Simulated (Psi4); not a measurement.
# SnH3Cl (SMILES [Cl][SnH3]) at CCSD/def2-SVP (core potential)

What is the energy change on altering one bond length of SnH3Cl at CCSD/def2-SVP (core potential)? 

The results are computed with Psi4 1.11.

12 further runs of the same task are left out: 12 that didn't finish.

## Step 1: The system as given

SnH3Cl has 5 atoms, charge 0, and is taken as a singlet. SMILES: `[Cl][SnH3]`. The shape is that of a PBE0-D4/def2-TZVP optimisation.

Bond lengths: Cl1–Sn2 2.334 Å, Sn2–H3 1.700 Å, Sn2–H4 1.700 Å, Sn2–H5 1.700 Å. Angles: Cl1–Sn2–H3 106.1°, Cl1–Sn2–H4 106.1°, Cl1–Sn2–H5 106.1°, H3–Sn2–H4 112.7°, H3–Sn2–H5 112.7°, H4–Sn2–H5 112.7°.

## Step 2: A single-point energy at CCSD/def2-SVP (core potential)

File job.in:

```
memory 1.6 GB

molecule mol {
  0 1
  Cl
  Sn 1 2.333742
  H 2 1.700008 1 106.05414
  H 2 1.700058 3 112.6596 1 115.59198
  H 2 1.699993 3 112.66156 4 128.81151
  symmetry c1
  no_reorient
  no_com
}

set {
  basis def2-SVP
  puream true
  e_convergence 1e-09
  d_convergence 1e-08
  scf_type pk
  num_frozen_docc 9
}

energy("ccsd")
```

The run is started by

```sh
$ psi4 job.in job.out -n 1
```

job.out:

```text
[...]
    !!!  WARNING: ECP capability is in beta. Please check occupations closely.  !!!
[...]
  Running in c1 symmetry.
[...]
  Nuclear repulsion =  114.226510920853656
[...]
  Multiplicity = 1
[...]
  Nalpha       = 21
  Nbeta        = 21
[...]
    Number of basis functions: 59
[...]
   @RHF iter   1:  -674.44833091652993   -1.83467e+00   3.17534e-03 DIIS/ADIIS
[...]
   @RHF iter  10:  -674.46578692111473   -2.38742e-12   4.75625e-09 DIIS
[...]
    Orbital Energies [Eh]
    ---------------------
    Doubly Occupied:
       1A   -104.764195     2A    -10.526842     3A     -8.001388
       4A     -7.998880     5A     -7.998880     6A     -5.899151
       7A     -4.091352     8A     -4.086875     9A     -4.086875
      10A     -1.362952    11A     -1.356671    12A     -1.356671
      13A     -1.350310    14A     -1.350310    15A     -1.050389
      16A     -0.685492    17A     -0.488906    18A     -0.488900
      19A     -0.476954    20A     -0.429187    21A     -0.429184
[...]
  @RHF Final Energy:  -674.46578692111473
   => Energetics <=
    Nuclear Repulsion Energy =            114.2265109208536558
    One-Electron Energy =               -1240.8238643379697805
    Two-Electron Energy =                 452.1315664960014828
    Total Energy =                       -674.4657869211147272
[...]
 Multipole Moments:
 ------------------------------------------------------------------------------------
     Multipole            Electronic (a.u.)      Nuclear  (a.u.)        Total (a.u.)
 ------------------------------------------------------------------------------------
 L = 1.  Multiply by 2.5417464519 to convert [e a0] to [Debye]
 Dipole X            :          0.0002588           -0.0001769            0.0000819
 Dipole Y            :          0.0000332           -0.0000261            0.0000071
 Dipole Z            :         33.0897781          -31.9996091            1.0901690
 Magnitude           :                                                    1.0901690
[...]
      * MP2 total energy                      = -674.715982314070402
[...]
      * CCSD total energy                     = -674.750309633013671
[...]
```

Run time: 4.8 s. Hardware: 1 thread of AMD EPYC 9R45 (Zen 5), shared host; peak memory 0.25 GiB.

## Step 3: The distorted shape

File input.inp:

```
memory 1.6 GB

molecule molecule1 {
  0 1
  Cl    -2.011801     0.180235     0.919661
  Sn    -0.003501    -0.196665    -0.207739
  H     -0.292901     0.210735    -1.832639
  H      0.350299    -1.846365     0.000861
  H      1.318200     0.969900     0.637400
  units angstrom
  symmetry c1
}

set basis def2-SVP
set puream true
set e_convergence 1e-09
set d_convergence 1e-08
set scf_type pk
set num_frozen_docc 9

e = energy('ccsd')
```

The run is started by

```sh
$ psi4 -i input.inp -o input.out -n 1
```

input.out:

```text
[...]
    !!!  WARNING: ECP capability is in beta. Please check occupations closely.  !!!
[...]
  Running in c1 symmetry.
[...]
  Nuclear repulsion =  113.154314776165151
[...]
  Multiplicity = 1
[...]
  Nalpha       = 21
  Nbeta        = 21
[...]
    Number of basis functions: 59
[...]
   @RHF iter   1:  -674.43644567846593   -1.85455e+00   2.98338e-03 DIIS/ADIIS
[...]
   @RHF iter  10:  -674.45220807112150   -4.09273e-12   4.66025e-09 DIIS
[...]
    Orbital Energies [Eh]
    ---------------------
    Doubly Occupied:
       1A   -104.768825     2A    -10.531404     3A     -8.005941
       4A     -8.003412     5A     -8.003400     6A     -5.906760
       7A     -4.098864     8A     -4.094435     9A     -4.094394
      10A     -1.369818    11A     -1.363776    12A     -1.362365
      13A     -1.357778    14A     -1.356997    15A     -1.054206
      16A     -0.676132    17A     -0.493097    18A     -0.482586
      19A     -0.470409    20A     -0.433166    21A     -0.420005
[...]
  @RHF Final Energy:  -674.45220807112150
   => Energetics <=
    Nuclear Repulsion Energy =            113.1543147761651511
    One-Electron Energy =               -1238.5175005872988550
    Two-Electron Energy =                 450.9109777400121288
    Total Energy =                       -674.4522080711215040
[...]
 Multipole Moments:
 ------------------------------------------------------------------------------------
     Multipole            Electronic (a.u.)      Nuclear  (a.u.)        Total (a.u.)
 ------------------------------------------------------------------------------------
 L = 1.  Multiply by 2.5417464519 to convert [e a0] to [Debye]
 Dipole X            :         28.0798912          -27.2988496            0.7810417
 Dipole Y            :         -5.6739589            5.3782499           -0.2957090
 Dipole Z            :        -16.2168295           15.6110083           -0.6058212
 Magnitude           :                                                    1.0317409
[...]
      * MP2 total energy                      = -674.702638605487778
[...]
      * CCSD total energy                     = -674.738158235153037
[...]
```

Run time: 4.8 s. Hardware: 1 thread of AMD EPYC 9R45 (Zen 5), shared host; peak memory 0.25 GiB.

## Step 4: Outcome

Level: CCSD/def2-SVP (core potential), 9 core orbitals frozen.

| quantity | value |
| --- | --- |
| first shape: total energy | -674.75031 Eh |
| first shape: HOMO energy (Hartree–Fock orbitals) | -11.68 eV |
| first shape: LUMO energy (Hartree–Fock orbitals) | 2.42 eV |
| first shape: HOMO–LUMO gap (Hartree–Fock orbitals) | 14.09 eV |
| first shape: correlation energy (9 core orbitals frozen) | -284.5 mEh |
| first shape: T1 diagnostic | 0.008 |
| distorted shape: total energy | -674.73816 Eh |
| distorted shape: HOMO energy (Hartree–Fock orbitals) | -11.43 eV |
| distorted shape: LUMO energy (Hartree–Fock orbitals) | 2.38 eV |
| distorted shape: HOMO–LUMO gap (Hartree–Fock orbitals) | 13.81 eV |
| distorted shape: correlation energy (9 core orbitals frozen) | -286.0 mEh |
| distorted shape: T1 diagnostic | 0.009 |
| energy change with the Sn2–H5 bond stretched from 1.700 to 1.955 Å | 0.331 eV |

With the Sn2–H5 bond stretched from 1.700 to 1.955 Å the energy rises by 0.33 eV (31.9 kJ/mol). The first shape isn't relaxed at this level, so the change isn't measured from a minimum.
